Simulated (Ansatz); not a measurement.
**revPBE/def2-SVP run of CH3BCl2O (methoxydichloroborane)**

What is the vertical singlet–triplet gap of CH3BCl2O (methoxydichloroborane) at revPBE/def2-SVP? 

The results are computed with Ansatz 0.2.0.

108 further runs of the same task are left out: 108 set aside as unsound or not needed.

### 1 The molecule

CH3BCl2O has 8 atoms, charge 0, and is taken as a singlet. As SMILES, `COB(Cl)Cl`. The shape is that of a PBE0-D4/def2-TZVP optimisation.

Bond lengths: C1–O2 1.417 Å, O2–B3 1.331 Å, B3–Cl4 1.752 Å, B3–Cl5 1.763 Å, C1–H6 1.090 Å, C1–H7 1.091 Å, C1–H8 1.091 Å. Angles: C1–O2–B3 126.0°, O2–B3–Cl4 118.1°, O2–B3–Cl5 123.2°, Cl4–B3–Cl5 118.7°, O2–C1–H6 107.8°, O2–C1–H7 111.7°, O2–C1–H8 108.7°, H6–C1–H7 109.9°, H6–C1–H8 109.2°, H7–C1–H8 109.6°.

### 2 The energy at revPBE/def2-SVP

Contents of input.yaml:

```yaml
crystal:
  periodic: [false, false, false]
  atoms:
    - {symbol: C, position_ang: [-0.173000, -0.644100, 0.940400]}
    - {symbol: O, position_ang: [0.000100, -0.547100, -0.462300]}
    - {symbol: B, position_ang: [0.213000, 0.573500, -1.147500]}
    - {symbol: Cl, position_ang: [0.382900, 0.455700, -2.887600]}
    - {symbol: Cl, position_ang: [0.331800, 2.160700, -0.389600]}
    - {symbol: H, position_ang: [0.452100, -1.462400, 1.297300]}
    - {symbol: H, position_ang: [0.104200, 0.282000, 1.445200]}
    - {symbol: H, position_ang: [-1.218800, -0.875400, 1.148200]}
basis:
  gaussian:
    orbitals: def2-SVP
hamiltonian:
  xc: {name: revPBE}
accuracy: high
output: {orbitals: {seedname: orbitals}}
```

Launch:

```
$ ansatz run input.yaml --threads 1 --pin off --max-ram 3480MiB --events-out events.jsonl --progress --plain --runs-dir runs
```

Output:

```text
Warning: RAYON_NUM_THREADS=1 ignored (pool sized by the plan → 1); use --threads N
Functional definition: revPBE
  name "revPBE"
  parameter kappa = 1.245
  parameter beta = 0.06672455060314922
  exchange = pbe_x(kappa = kappa, mu = beta*pi^2/3)
  correlation = pbe_c(beta = beta)
2081 factors; integrals over basis functions are off by at most 5.6e-9 eV
mean field evaluation 1: about -28836.4221 eV, gradient 4.8e1 eV
mean field evaluation 2: about -28817.9055 eV, gradient 1.0e2 eV
mean field evaluation 4: about -28841.4278 eV, gradient 5.4e0 eV
mean field evaluation 8: about -28841.4890 eV, gradient 3.5e-1 eV
mean field evaluation 16: about -28841.4893 eV, gradient 1.2e-5 eV
mean field -28841.48930634 eV, -1059.9051825443 hartree, gradient 9.3e-9 eV, S^2 0.000000; 0 other end points of the search recorded, 0 dependent functions left out
reference -28841.48930985 eV, -1059.9051826735 hartree; 28, 28 occupied and 65, 65 virtual orbitals, 2081 factors
Total energy: -28841.48930985 eV, -1059.9051826735 hartree
```

Run time: 7.5 s. Hardware: 1 thread of Arm Neoverse V1, shared host; peak memory 0.24 GiB.

### 3 The triplet, same level

Contents of in.yaml:

```yaml
basis:
  gaussian: {orbitals: def2-SVP}
crystal:
  periodic: [false, false, false]
  atoms:
    - {symbol: C, position_ang: [-0.173000, -0.644100, 0.940400]}
    - {symbol: O, position_ang: [0.000100, -0.547100, -0.462300]}
    - {symbol: B, position_ang: [0.213000, 0.573500, -1.147500]}
    - {symbol: Cl, position_ang: [0.382900, 0.455700, -2.887600]}
    - {symbol: Cl, position_ang: [0.331800, 2.160700, -0.389600]}
    - {symbol: H, position_ang: [0.452100, -1.462400, 1.297300]}
    - {symbol: H, position_ang: [0.104200, 0.282000, 1.445200]}
    - {symbol: H, position_ang: [-1.218800, -0.875400, 1.148200]}
magnetization: {spin_polarized: true, initial_magnetization: 2}
hamiltonian: {xc: {name: revPBE}}
accuracy: high
output: {orbitals: {seedname: orbitals}}
```

Launch:

```
$ ansatz run in.yaml --threads 1 --pin off --max-ram 3480MiB --events-out events.jsonl --progress --plain --runs-dir runs
```

Output:

```text
Warning: RAYON_NUM_THREADS=1 ignored (pool sized by the plan → 1); use --threads N
Functional definition: revPBE
  name "revPBE"
  parameter kappa = 1.245
  parameter beta = 0.06672455060314922
  exchange = pbe_x(kappa = kappa, mu = beta*pi^2/3)
  correlation = pbe_c(beta = beta)
2081 factors; integrals over basis functions are off by at most 5.6e-9 eV
mean field evaluation 1: about -28826.8654 eV, gradient 4.1e1 eV
mean field evaluation 2: about -28764.3262 eV, gradient 1.1e2 eV
mean field evaluation 4: about -28832.0701 eV, gradient 2.5e1 eV
mean field evaluation 8: about -28834.6004 eV, gradient 7.6e0 eV
mean field evaluation 16: about -28835.0907 eV, gradient 3.4e-1 eV
mean field evaluation 32: about -28833.5023 eV, gradient 5.3e0 eV
mean field evaluation 64: about -28834.7129 eV, gradient 2.8e-1 eV
mean field -28835.08889751 eV, -1059.6699718584 hartree, gradient 3.6e-8 eV, S^2 2.003438; 8 other end points of the search recorded, 0 dependent functions left out
reference -28835.08890119 eV, -1059.6699719936 hartree; 29, 27 occupied and 64, 66 virtual orbitals, 2081 factors
Total energy: -28835.08890119 eV, -1059.6699719936 hartree
```

It took 35 s on 1 thread of Arm Neoverse V1, shared host; peak memory 0.32 GiB.

### 4 What came out

Level: revPBE/def2-SVP.

```
                                        quantity           value
                           singlet: total energy  -1059.90518 Eh
                            singlet: HOMO energy        -7.17 eV
                            singlet: LUMO energy        -0.74 eV
                          singlet: HOMO–LUMO gap         6.44 eV
                           triplet: total energy  -1059.66997 Eh
     triplet: HOMO energy (highest over α and β)        -0.88 eV
                                   triplet: ⟨S²⟩           2.003
vertical energy of the triplet above the singlet        6.400 eV
```

What this shows: At this shape the triplet lies 6.40 eV (148 kcal/mol) above the singlet.
